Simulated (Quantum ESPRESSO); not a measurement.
Crystal: Be2Si.

```
CELL_PARAMETERS angstrom
4.04505 0.00000 0.00000
-2.02253 3.50312 0.00000
0.00000 0.00000 5.09406
ATOMIC_POSITIONS crystal
Be 0.00000 0.00000 0.00000
Be 0.00000 0.00000 0.50000
Be 0.33333 0.66667 0.75000
Be 0.66667 0.33333 0.25000
Si 0.33333 0.66667 0.25000
Si 0.66667 0.33333 0.75000
```

The cell was built by a generator and needn't be a form met in nature.

* Program: Quantum ESPRESSO 7.5
* Task: relaxation of cell and atoms
* Functional: PBE
* Dispersion: D3(BJ)
* Potentials or basis: PseudoDojo 0.4.1 SR PBE standard
* Cutoff: 1197 eV
* Density cutoff: 4789 eV
* k mesh: 4 × 4 × 3
* Occupations: fermi-dirac, width 0.05 eV
* Spin: no spin polarisation

At the start: pressure -15.7 GPa; volume 12.03 Å³/atom.

**Question.** Where does the relaxation end?

**Answer.** Over 7 steps the energy falls by 116.5 meV/atom and the volume is 10.06 Å³/atom (-16.4 %); space group P6_3/mmc (No. 194, to 0.05 Å).

Step by step:
```tsv
step	energy change (eV)	largest force (eV/Å)	pressure (GPa)	volume (Å³)
1	0.0000	0.0000	-15.66	72.18
2	-0.0604	0.0000	-15.21	71.58
3	-0.5433	0.0000	-8.82	65.59
4	-0.6967	0.0000	0.74	60.10
5	-0.6982	0.0000	-0.22	60.56
6	-0.6983	0.0000	-0.18	60.53
7	-0.6990	0.0000	0.11	60.36
```

Final structure:
```cif
data_structure
_symmetry_space_group_name_H-M 'P 1'
_symmetry_Int_Tables_number 1
_cell_length_a 3.7835
_cell_length_b 3.7835
_cell_length_c 4.8693
_cell_angle_alpha 90.000
_cell_angle_beta 90.000
_cell_angle_gamma 120.000
_cell_volume 60.36
loop_
_atom_site_label
_atom_site_type_symbol
_atom_site_fract_x
_atom_site_fract_y
_atom_site_fract_z
_atom_site_occupancy
Be1 Be 0.00000 0.00000 0.00000 1
Be2 Be 0.00000 0.00000 0.50000 1
Be3 Be 0.33333 0.66667 0.75000 1
Be4 Be 0.66667 0.33333 0.25000 1
Si1 Si 0.33333 0.66667 0.25000 1
Si2 Si 0.66667 0.33333 0.75000 1
```

Caveat: the k mesh is coarse (spacing up to 0.45 Å⁻¹), so the values aren't converged; the volume moved by over 15 % at a fixed basis, so the end points are rough; pairwise dispersion overbinds metals, which lowers pressure and volume.
